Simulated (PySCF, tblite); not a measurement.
# C₇H₅F₃O: geometry, infrared bands, NMR shifts, spin-spin couplings and electronic excitations

What infrared bands, NMR shifts, spin-spin couplings and electronic excitations should C₇H₅F₃O (`C=CC1=C(OC(F)(F)F)C1=C`) show?

Computed with tblite 0.8.0 and PySCF 2.14.0, with density-fitted response routines of our own, on a single molecule in the gas phase. Atoms are numbered from 0 throughout.

## Step 1: The molecule as given

16 atoms, charge 0, multiplicity 1; geometry from: force field or distance geometry start.

Bonds of the start (Å): C0–C1 1.35, C1–C2 1.41, C2–C3 1.37, C3–O4 1.36, O4–C5 1.42, C5–F6 1.35, C5–F7 1.35, C5–F8 1.34, C3–C9 1.39, C9–C10 1.31, C9–C2 1.39, C0–H11 1.08, C0–H12 1.07, C1–H13 1.09, C10–H14 1.09, C10–H15 1.09.

## Step 2: Relaxing the molecule with GFN2-xTB

What the job is given:

```
{"job": {"kind": "relax", "xc": "GFN2-xTB", "basis": "xTB"}, "charge": 0, "multiplicity": 1}
C      2.857600    -0.502700     0.373400
C      1.552500    -0.757800     0.134000
C      0.514700     0.056000     0.645200
C     -0.814200     0.091900     0.330600
O     -1.328000    -0.507700    -0.775600
C     -2.454300    -1.287600    -0.411600
F     -2.970200    -1.856400    -1.519700
F     -2.084400    -2.264800     0.450100
F     -3.399500    -0.525200     0.163800
C     -0.071600     1.262200     0.276900
C      0.015900     2.544300     0.006900
H      3.161500     0.360700     0.953300
H      3.618700    -1.150800    -0.005800
H      1.286100    -1.642500    -0.435900
H     -0.853000     3.117900    -0.311300
H      0.960500     3.071500     0.114500
```

Command:

```console
> OMP_NUM_THREADS=2 python probes_run.py task.json out
```

This one command runs all jobs of the session in turn.

**Question.** This job is followed by: GFN2-xTB harmonic vibrations, gas phase; PBE0-D3(BJ)/def2-SVP geometry optimisation, gas phase; GIAO PBE0/pcSseg-1 NMR shielding, non-relativistic, gas phase; B3LYP/pcJ-1 indirect spin-spin coupling, non-relativistic, gas phase; TDDFT CAM-B3LYP/def2-SVPD, vertical, gas phase, core orbitals frozen in the response; GIAO B97-2/pcSseg-2 NMR shielding, non-relativistic, gas phase. Predict these results of the whole session: strongest single infrared mode (GFN2-xTB); zero-point energy (GFN2-xTB); point group; rotational constants (main isotopes); ¹³C shifts against TMS (PBE0/pcSseg-1); ¹H shifts against TMS (PBE0/pcSseg-1); ¹⁷O shifts against H2O (PBE0/pcSseg-1); ¹⁹F shifts against CFCl3 (PBE0/pcSseg-1, means over atoms taken as alike); largest coupling of the table (B3LYP/pcJ-1); lowest singlet (CAM-B3LYP/def2-SVPD); brightest single state of those computed; lowest triplet; range of the shift of O4.

**Answer**, as computed:

| quantity | value |
| --- | --- |
| strongest single infrared mode (GFN2-xTB) | 1169 cm⁻¹, 936 km/mol |
| zero-point energy (GFN2-xTB) | 63.0 kcal/mol |
| point group | C1 |
| rotational constants (main isotopes) | 1.86, 0.71, 0.56 GHz |
| ¹³C shifts against TMS (PBE0/pcSseg-1) | 139.7, 137.3, 127.3, 124.3, 121.6, 113.5, 64.5 ppm |
| ¹H shifts against TMS (PBE0/pcSseg-1) | 6.55, 6.09, 5.99, 4.01, 3.86 ppm |
| ¹⁷O shifts against H2O (PBE0/pcSseg-1) | 184.0 ppm |
| ¹⁹F shifts against CFCl3 (PBE0/pcSseg-1, means over atoms taken as alike) | -74.2 ppm |
| largest coupling of the table (B3LYP/pcJ-1) | ¹J(C,F) C5–F6, -342.3 Hz |
| lowest singlet (CAM-B3LYP/def2-SVPD) | 4.09 eV (303 nm), f = 0.198 |
| brightest single state of those computed | state 5, 6.43 eV, f = 0.291 |
| lowest triplet | 2.63 eV |
| range of the shift of O4 | 176.9 to 184.0 ppm |

Relaxing lowered the energy by 1.919 eV in 133 steps; the close pair that moved most is O4–C5, from 1.417 to 1.331 Å (GFN2-xTB). All 42 modes are real, so the xTB geometry is a minimum. The strongest single mode, at 1169 cm⁻¹, moves mainly C5. Unscaled tight-binding wavenumbers are off by several per cent, some by more. Its intensities can rank the bands wrongly. Relaxing lowered the energy by 0.366 eV in 9 steps; the close pair that moved most is C0–H12, from 1.014 to 1.092 Å (PBE0/def2-SVP). No frequency check was run at this level, so the end point may be a saddle. H13 (hydrogen on an alkene CH) lies farthest downfield among hydrogen, at 6.55 ppm; attached to an sp2 carbon and in the plane of the double bond. At PBE0/pcSseg-1: The widest tensor belongs to C9: span 245 ppm, with a paramagnetic part of -195 ppm. In the run at B3LYP/pcJ-1, the largest coupling of the table is C5–F6 (mean over like pairs), -342.3 Hz, of which the Fermi-contact term gives -308.0 Hz. Couplings across rotatable bonds belong to this one conformer; where others are populated, the observed values are averages. Density functionals describe couplings to fluorine poorly, F–F couplings above all, so those rows are rough. The lowest singlet, at 4.09 eV, is HOMO→LUMO 0.97 and is bright; of the 10 states computed, the strongest absorption comes from state 5 at 6.43 eV. The lowest triplet lies 1.46 eV below the lowest singlet (triplets in Tamm-Dancoff, singlets in full TDDFT). Across the 2 runs the shift of O4 moves most, between 176.9 (B97-2/pcSseg-2) and 184.0 ppm (PBE0/pcSseg-1). Most of that comes from the computed reference, not from the atom's own shielding.
